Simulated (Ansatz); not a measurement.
**SnSe (SMILES [Se][Sn]) at BCCD(T)/def2-TZVP (core potential)**

Aim: the electronic atomisation energy of SnSe at BCCD(T)/def2-TZVP (core potential), from 3 runs. 

Program for the calculation: Ansatz 0.2.0.

26 further runs of the same task are left out: 26 set aside as unsound or not needed.

## Step 1: The structure to begin with

SnSe has 2 atoms, charge 0, and is taken as a singlet. As SMILES, `[Se][Sn]`. Geometry: relaxed at PBE0-D4/def2-TZVP.

Bond lengths: Se1–Sn2 2.325 Å.

## Step 2: A single-point energy at BCCD(T)/def2-TZVP (core potential)

The input, run.yaml:

```yaml
crystal:
  periodic: [false, false, false]
  atoms:
    - {symbol: Se, position_ang: [0.000000, -0.000000, 0.006530]}
    - {symbol: Sn, position_ang: [-0.000000, 0.000000, 2.331810]}
basis:
  gaussian: {orbitals: def2-TZVP}
correlation: {method: bccd_t, frozen_orbitals: {Se: 9, Sn: 4}}
accuracy: high
scf: {omitted_lower_state_checks: [cluster_reference, increment]}
```

Launch:

```bash
$ ansatz run run.yaml --threads 1 --pin off --max-ram 3480MiB --events-out events.jsonl --progress --plain --runs-dir runs
```

The log of the run:

```text
Warning: RAYON_NUM_THREADS=1 ignored (pool sized by the plan → 1); use --threads N
Functional definition: HF
  name "HF"
  exchange = exact_x
  correlation = 0
these checks for a lower state are left out or cut short: cluster_reference, increment
1498 factors; integrals over basis functions are off by at most 4.7e-9 eV
mean field evaluation 1: about -71108.3852 eV, gradient 2.0e1 eV
mean field evaluation 2: about -71108.4909 eV, gradient 2.0e1 eV
mean field evaluation 4: about -71110.2123 eV, gradient 1.8e0 eV
mean field evaluation 8: about -71110.2344 eV, gradient 1.5e-1 eV
mean field evaluation 16: about -71110.2346 eV, gradient 1.7e-7 eV
mean field -71110.23464517 eV, -2613.2529229616 hartree, gradient 1.7e-8 eV, S^2 0.000000; 0 other end points of the search recorded, 0 dependent functions left out
13 core orbitals not correlated: weight in the atoms' cores, before any rotation towards them, 1.000 or more for the frozen orbitals, at most 0.000 for the correlated occupied ones
reference -71110.23464517 eV, -2613.2529229616 hartree; 15, 15 occupied and 70, 70 virtual orbitals, 1498 factors
second order -15.36043259 eV of doubles, -0.00000000 eV of singles
cycle   1  -14.55386312 eV  change    8.1e-1 eV  update   1.3e-1
cycle   2  -14.93797199 eV  change   -3.8e-1 eV  update   6.5e-2
cycle   3  -15.07064386 eV  change   -1.3e-1 eV  update   3.3e-2
cycle   4  -15.04933019 eV  change    2.1e-2 eV  update   1.4e-2
cycle   5  -15.03196252 eV  change    1.7e-2 eV  update   4.6e-3
cycle   6  -15.03464412 eV  change   -2.7e-3 eV  update   1.8e-3
cycle   7  -15.03420095 eV  change    4.4e-4 eV  update   5.1e-4
cycle   8  -15.03396678 eV  change    2.3e-4 eV  update   1.6e-4
cycle   9  -15.03399620 eV  change   -2.9e-5 eV  update   4.2e-5
cycle  10  -15.03400106 eV  change   -4.9e-6 eV  update   1.0e-5
cycle  11  -15.03400029 eV  change    7.7e-7 eV  update   3.2e-6
cycle  12  -15.03400433 eV  change   -4.0e-6 eV  update   1.1e-6
cycle  13  -15.03400498 eV  change   -6.5e-7 eV  update   5.0e-7
cycle  14  -15.03400505 eV  change   -6.9e-8 eV  update   1.5e-7
cycle  15  -15.03400521 eV  change   -1.6e-7 eV  update   5.1e-8
cycle  16  -15.03400505 eV  change    1.6e-7 eV  update   1.2e-7
cycle  17  -15.03400513 eV  change   -7.8e-8 eV  update   4.2e-8
cycle  18  -15.03400511 eV  change    2.3e-8 eV  update   1.3e-8
cycle  19  -15.03400511 eV  change   -3.0e-9 eV  update   5.7e-9
cycle  20  -15.03400511 eV  change   6.1e-11 eV  update   2.8e-9
perturbative correction -0.72369518 eV, -0.0265953074 hartree
Total energy: -71125.99234546 eV, -2613.8320077665 hartree
Checks for a lower state left out: cluster_reference, increment
```

Wall time 15 s (1 thread of Arm Neoverse V2, shared host); peak memory 0.62 GiB.

## Step 3: The Se atom

The input, molecule.yaml:

```yaml
crystal:
  periodic: [false, false, false]
  atoms:
    - symbol: Se
      position_ang: [0.000000, 0.000000, 0.000000]
basis:
  gaussian:
    orbitals: def2-TZVP
accuracy: high
correlation:
  method: bccd_t
  frozen_orbitals: {Se: 9}
magnetization:
  spin_polarized: true
  initial_magnetization: 2
scf:
  omitted_lower_state_checks: [cluster_reference, increment]
```

Launch:

```bash
$ ansatz run molecule.yaml --threads 1 --pin off --max-ram 3480MiB --events-out events.jsonl --progress --plain --runs-dir runs
```

The log of the run:

```text
Warning: RAYON_NUM_THREADS=1 ignored (pool sized by the plan → 1); use --threads N
Functional definition: HF
  name "HF"
  exchange = exact_x
  correlation = 0
these checks for a lower state are left out or cut short: cluster_reference, increment
462 factors; integrals over basis functions are off by at most 4.5e-9 eV
mean field evaluation 1: about -65302.3772 eV, gradient 4.9e0 eV
mean field evaluation 2: about -65302.3841 eV, gradient 4.9e0 eV
mean field evaluation 4: about -65302.6187 eV, gradient 5.4e-1 eV
mean field evaluation 8: about -65302.6246 eV, gradient 5.5e-3 eV
mean field evaluation 16: about -65301.7821 eV, gradient 8.5e0 eV
mean field evaluation 32: about -65302.6246 eV, gradient 4.0e-3 eV
mean field evaluation 64: about -65302.6246 eV, gradient 5.3e-3 eV
mean field -65302.62461996 eV, -2399.8271910747 hartree, gradient 5.8e-8 eV, S^2 2.010209; 4 other end points of the search recorded, 0 dependent functions left out
9 core orbitals not correlated: weight in the atoms' cores, before any rotation towards them, 1.000 or more for the frozen orbitals, at most 0.000 for the correlated occupied ones
reference -65302.62461996 eV, -2399.8271910747 hartree; 9, 7 occupied and 30, 32 virtual orbitals, 462 factors
second order -5.80743805 eV of doubles, -0.00000000 eV of singles
cycle   1  -5.92817129 eV  change   -1.2e-1 eV  update   4.7e-2
cycle   2  -6.09753334 eV  change   -1.7e-1 eV  update   1.4e-2
cycle   3  -6.09950299 eV  change   -2.0e-3 eV  update   5.0e-3
cycle   4  -6.09916804 eV  change    3.3e-4 eV  update   1.3e-3
cycle   5  -6.09947917 eV  change   -3.1e-4 eV  update   2.8e-4
cycle   6  -6.09940460 eV  change    7.5e-5 eV  update   9.9e-5
cycle   7  -6.09942241 eV  change   -1.8e-5 eV  update   2.9e-5
cycle   8  -6.09943036 eV  change   -7.9e-6 eV  update   6.6e-6
cycle   9  -6.09942723 eV  change    3.1e-6 eV  update   1.5e-6
cycle  10  -6.09942773 eV  change   -5.0e-7 eV  update   3.2e-7
cycle  11  -6.09942760 eV  change    1.3e-7 eV  update   8.4e-8
cycle  12  -6.09942760 eV  change   -1.5e-9 eV  update   2.2e-8
cycle  13  -6.09942760 eV  change    3.3e-9 eV  update   1.2e-8
cycle  14  -6.09942755 eV  change    5.2e-8 eV  update   2.4e-8
cycle  15  -6.09942755 eV  change   6.7e-10 eV  update   7.2e-9
cycle  16  -6.09942754 eV  change    4.0e-9 eV  update   1.4e-9
cycle  17  -6.09942754 eV  change  -7.4e-10 eV  update  3.5e-10
perturbative correction -0.18773804 eV, -0.0068992457 hartree
Total energy: -65308.91178554 eV, -2400.0582401483 hartree
Checks for a lower state left out: cluster_reference, increment
```

Wall time 1.9 s (1 thread of Arm Neoverse V2, shared host); peak memory 0.16 GiB.

## Step 4: The Sn atom at the same level

The input, job.yaml:

```yaml
crystal:
  periodic: [false, false, false]
  atoms:
    - symbol: Sn
      position_ang: [0.000000, 0.000000, 0.000000]
basis:
  gaussian:
    orbitals: def2-TZVP
magnetization:
  spin_polarized: true
  initial_magnetization: 2
correlation:
  method: bccd_t
  frozen_orbitals: {Sn: 4}
accuracy: high
scf:
  omitted_lower_state_checks: [cluster_reference, increment]
```

Run the same way, it converges to -213.60760 Eh (log not shown).

## Step 5: Summary of results

At BCCD(T)/def2-TZVP (core potential), 13 core orbitals frozen:

| quantity | value |
| --- | --- |
| molecule: total energy | -2613.83201 Eh |
| molecule: correlation energy (13 core orbitals frozen) | -579.1 mEh |
| molecule: (T) correction | -26.60 mEh |
| Se atom: total energy | -2400.05824 Eh |
| Se atom: correlation energy (9 core orbitals frozen) | -231.0 mEh |
| Se atom: (T) correction | -6.90 mEh |
| Se atom: ⟨S²⟩ of the reference determinant | 2.010 |
| Sn atom: total energy | -213.60760 Eh |
| Sn atom: correlation energy (4 core orbitals frozen) | -267.7 mEh |
| Sn atom: (T) correction | -6.83 mEh |
| Sn atom: ⟨S²⟩ of the reference determinant | 2.012 |
| electronic atomisation energy | 4.522 eV |

**Reading.** Taking the molecule apart into free atoms costs 4.52 eV (104 kcal/mol), before zero-point energy and without spin-orbit coupling. The triples (molecule) make up 4.6 % of the correlation energy. The triples (Se atom) make up 3.0 % of the correlation energy. The triples (Sn atom) make up 2.6 % of the correlation energy.
